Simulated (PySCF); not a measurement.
# ErO4 (Er(O2)2-): the cost of one run

Method: r2SCAN, Er lcecp-1-SVP with ECP57, O def2-SVP; scalar-relativistic core potentials, no spin–orbit coupling; program: PySCF 2.14.0.

## (1) The system as given

5 atoms, charge -1, spin multiplicity 1.

Bond lengths: Er1–O2 2.109 Å, Er1–O3 2.109 Å, Er1–O4 2.109 Å, Er1–O5 2.109 Å. Angles: O2–Er1–O3 42.3°, O2–Er1–O4 150.4°, O2–Er1–O5 150.4°, O3–Er1–O4 150.4°, O3–Er1–O5 150.4°, O4–Er1–O5 42.3°.

As a file:

```xyz
5

Er    0.00000    0.00000    0.00000
O     0.53852    0.53852    1.96663
O    -0.53852   -0.53852    1.96663
O     0.53852   -0.53852   -1.96663
O    -0.53852    0.53852   -1.96663
```

Formal oxidation states: Er +3. Each metal's 11 4f electrons lie in its core potential, so multiplicities, spins and levels count the valence alone. An earlier session relaxed this geometry at r2SCAN, Er lcecp-1-SVP with ECP57, O def2-SVP (singlet, point group D2d).

Its energy there is -338.760985 Eh.

## (2) Atoms moved at random, σ = 0.1 Å

The input, run.py (the lines that set the calculation):

```python
mol = gto.M(atom='''
Er     0.01611    -0.05694    -0.01841
O      0.55153     0.51421     1.95767
O     -0.55786    -0.64633     1.96127
O      0.58627    -0.37447    -2.05207
O     -0.59606     0.56353    -1.84847''',
    basis={'Er': 'lcecp-1-SVP', 'O': 'def2-SVP'},
    ecp={'Er': 'lcecp-1-SVP'},
    charge=-1, spin=0)
mf = dft.RKS(mol, xc='R2SCAN')
mf.grids.atom_grid = (50, 194)  # f atoms: unpruned, at least (60, 302)
mf = mf.density_fit()  # fitting sets: Er AutoAux, O def2-universal-JKFIT
mf.conv_tol = 1e-08; mf.max_cycle = 55
mf.kernel(dm0)  # dm0: the density of the relaxed state
```

Run with:

```console
$ OMP_NUM_THREADS=2 python run.py
```

**Question.** How long does this run take on 2 threads of Arm Neoverse V1, shared host?

About 4.3 s.
